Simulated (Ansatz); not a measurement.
**Sn(OH)H3 (SnH4O): reading failed and doubtful runs**

1 input was typed for Sn(OH)H3 (SnH4O). Each is run as it stands; the log then has to tell whether the result can be used.

Computed with Ansatz 0.2.0, Gaussian basis. Level: the settings change from run to run.

3 further runs of the same task are left out: 1 that didn't finish, 2 set aside as unsound or not needed.

## (1) The geometry

The geometry comes from an earlier relaxation with PBE0-D4 in a triple-zeta def2 set; it is a stationary point. Sn takes a core potential in def2 sets; no spin-orbit term is included.

6 atoms, charge 0, spin multiplicity 1.

Atoms are counted from 1 here; the program's logs count them from 0.

Bond lengths: Sn1–O2 1.970 Å, Sn1–H4 1.709 Å, Sn1–H5 1.709 Å, Sn1–H6 1.698 Å, O2–H3 0.960 Å. Angles: O2–Sn1–H4 108.5°, O2–Sn1–H5 108.5°, O2–Sn1–H6 103.1°, H4–Sn1–H5 110.8°, H4–Sn1–H6 112.8°, H5–Sn1–H6 112.8°, Sn1–O2–H3 113.2°.

Coordinates:

```xyz
6
H4OSn
Sn   -0.06579   -0.12226   -0.47514
O    -0.07624   -0.12023    1.49465
H     0.35324    0.64906    1.87482
H     1.55808   -0.11720   -1.00835
H    -0.88918    1.27187   -1.02263
H    -0.88011   -1.56122   -0.86334
```

## (2) Try 1

Input file in.yaml:

```yaml
crystal:
  periodic: [false, false, false]
  atoms:
    - {symbol: Sn, position_ang: [-0.065787, -0.122261, -0.475144]}
    - {symbol: O, position_ang: [-0.076244, -0.120233, 1.494647]}
    - {symbol: H, position_ang: [0.353240, 0.649056, 1.874819]}
    - {symbol: H, position_ang: [1.558081, -0.117204, -1.008355]}
    - {symbol: H, position_ang: [-0.889182, 1.271868, -1.022628]}
    - {symbol: H, position_ang: [-0.880109, -1.561216, -0.863339]}
basis:
  gaussian: {orbitals: def2-mTZVP, final_grid: {core_spheres: 1, valence_spheres: 1, degree: 5}}
hamiltonian: {xc: {name: wB97M-V}}
scf: {omitted_lower_state_checks: [starts]}
output: {forces: true}
```

The run is started by

```bash
$ ansatz run in.yaml --threads 4 --pin off --events-out ev --progress --plain --max-ram 3916MiB
```

Before running them: what should the planned runs give, taken together?

**Answer**, as computed:

| try | level | ended | cause | time |
| --- | --- | --- | --- | --- |
| 1 | wB97M-V/def2-mTZVP | converged | the integration grid is far too coarse | 7.5 s |

1 converged. The dangerous case is the input that converges on a wrong geometry, charge, spin, basis or grid: often only a look at the input shows it.
